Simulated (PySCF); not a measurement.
# C8H9: the cost of one run

Programs: PySCF 2.14.0, with routines of our own; each step states its level. All values are computed. Atoms count from 0.

### 1 The starting structure

17 atoms, charge 1, multiplicity 1; geometry from: GFN2-xTB.

### 2 Relaxing the molecule at B3LYP/def2-SV(P)

Job settings and geometry (Å):

```
{"job": {"xc": "B3LYP", "basis": "def2-SV(P)", "grid": 1, "kind": "geom"}, "charge": 1, "multiplicity": 1}
C     -1.163995     2.316156     0.311545
C     -1.119826     1.111565     0.221758
C     -1.227380    -0.275494     0.099285
C     -2.595641    -0.779703    -0.101016
C     -0.150484    -1.163334     0.147983
C      1.192693    -0.896482     0.334251
C      1.829390     0.350872     0.544838
C      3.166667     0.426283     0.703938
H     -1.159845     3.366401     0.394790
H     -3.255051    -0.404951     0.685584
H     -3.006420    -0.372266    -1.029475
H     -2.638575    -1.864787    -0.133287
H     -0.413866    -2.206199     0.019304
H      1.851269    -1.758826     0.323503
H      1.227494     1.246557     0.576914
H      3.663688     1.368632     0.864183
H      3.792885    -0.452397     0.675454
```

Run with:

```
> OMP_NUM_THREADS=1 python excited_run.py task.json out
```

The driver reads the jobs from task.json and runs them one after another.

Q: Estimate the wall time and peak memory of this first job on 1 thread of AMD EPYC, shared host.

About 94 s, with a peak of 0.59 GiB.
